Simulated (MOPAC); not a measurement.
# CH5BSeSi (SMILES B1[SiH2]C[Se]1) at PM6-D3H4 (COSMO water)

Wanted: molecular dynamics of CH5BSeSi. Input form: an ASE script.

The results are computed with MOPAC 23.2.5.

8 further runs of the same task are left out: 3 that didn't finish, 5 set aside as unsound or not needed.

## 1. The system as given

CH5BSeSi: 9 atoms, total charge 0, spin state singlet. SMILES: `B1[SiH2]C[Se]1`. The shape comes from GFN2-xTB, which is rough for such elements, and wasn't checked as a minimum. The run starts from this shape.

Bond lengths: B1–Si2 1.967 Å, Si2–C3 1.943 Å, B1–Se4 1.888 Å, C3–Se4 1.990 Å, B1–H5 1.169 Å, Si2–H6 1.472 Å, Si2–H7 1.472 Å, C3–H8 1.089 Å, C3–H9 1.089 Å. Some angles: B1–Si2–C3 83.7°, Si2–B1–Se4 97.2°, Si2–C3–Se4 94.7°, B1–Se4–C3 84.5°, B1–Si2–H6 122.3°, B1–Si2–H7 122.3°, C3–Si2–H6 108.2°, C3–Si2–H7 108.3°, Si2–B1–H5 139.1°, Se4–B1–H5 123.8°.

## 2. Molecular dynamics at PM6-D3H4 (COSMO water)

Contents of run.py:

```python
from ase.calculators.mopac import MOPAC
import numpy as np
from ase import units
from ase.md.velocitydistribution import MaxwellBoltzmannDistribution, Stationary, ZeroRotation
from ase.md.verlet import VelocityVerlet
from ase import Atoms

molecule = Atoms(
    ['B', 'Si', 'C', 'Se', 'H', 'H', 'H', 'H', 'H'],
    positions=[
        [-0.967680, 0.275450, -1.224910],
        [0.679470, 0.695890, -0.235500],
        [0.073310, -0.718150, 0.950430],
        [-1.578780, -1.103370, -0.089090],
        [-1.537820, 0.629770, -2.181430],
        [0.829130, 1.927560, 0.555940],
        [2.014360, 0.335090, -0.739690],
        [-0.198480, -0.425770, 1.963220],
        [0.686490, -1.616450, 1.001020],
    ],
)
pm = MOPAC(label="job", method="PM6-D3H4", task="1SCF GRADIENTS PL DAMP=0.5 ITRY=400 EPS=78.4 THREADS=1 AUX(PRECISION=6)")
molecule.calc = pm
MaxwellBoltzmannDistribution(molecule, temperature_K=200, rng=np.random.default_rng(802))
Stationary(molecule)
ZeroRotation(molecule)
dyn = VelocityVerlet(molecule, timestep=0.5 * units.fs, trajectory="opt.traj", logfile="-")
dyn.run(38)
energy = molecule.get_potential_energy()
print("energy / eV: %.6f" % energy)
print("dipole (e A):", molecule.get_dipole_moment().round(4))
homo, lumo = pm.get_homo_lumo_levels()
print(f"HOMO {homo:.3f} eV, LUMO {lumo:.3f} eV, gap {lumo - homo:.3f} eV")
print("final positions (A):")
for atom in molecule:
    print(f"{atom.symbol:2s} {atom.x:11.6f} {atom.y:11.6f} {atom.z:11.6f}")
```

The run is started by

```bash
$ export ASE_MOPAC_COMMAND="mopac PREFIX.mop > /dev/null 2>&1"
$ python run.py
```

Q: Predict the results. Wanted: potential energy of the last frame.

Answer, from the run:

Level: PM6-D3H4 (COSMO water).

| quantity | value |
| --- | --- |
| potential energy of the last frame | -16.71312 Eh |
